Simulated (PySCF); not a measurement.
# C3H7BBrF: the cost of one run

Programs: PySCF 2.14.0, with density-fitted response routines of our own. Each step states its level of theory. These are calculated values for one molecule in the gas phase, unless marked as measured. Atoms are numbered from 0 throughout.

## Step 1: The molecule as given

13 atoms, charge 0, multiplicity 1; geometry from: GFN2-xTB.

Bonds of the start (Å): C0–C1 1.52, C1–C2 1.54, C2–B3 1.58, B3–F4 1.32, B3–Br5 1.88, C0–H6 1.09, C0–H7 1.09, C0–H8 1.09, C1–H9 1.09, C1–H10 1.09, C2–H11 1.10, C2–H12 1.09.

## Step 2: J couplings: B3LYP/pcSseg-1+pcJ-1

Job settings and geometry (Å):

```
{"job": {"kind": "j", "xc": "B3LYP", "basis": "pcJ-1"}, "charge": 0, "multiplicity": 1}
C     -1.357445     0.765484     0.180978
C     -0.281943     0.383183    -0.829101
C      0.505722    -0.857216    -0.380124
B      1.433321    -0.672561     0.884376
F      1.730242    -1.701752     1.651234
Br     2.242270     0.953820     1.363429
H     -0.915524     1.016070     1.143184
H     -2.054226    -0.057576     0.327220
H     -1.914972     1.630082    -0.169667
H      0.402936     1.223373    -0.964884
H     -0.752574     0.178527    -1.792742
H      1.147056    -1.174246    -1.212726
H     -0.189252    -1.686702    -0.218905
```

Method: B3LYP/pcJ-1 Br:pcSseg-1 indirect spin-spin coupling, non-relativistic, gas phase.

Command:

```
$ OMP_NUM_THREADS=1 python probes_run.py task.json out
```

This one command runs all jobs of the session in turn.

**Question.** How long does this job take on 1 thread of Arm Neoverse V1, shared host, and how much memory does it need?

About 73 s, with a peak of 0.98 GiB.
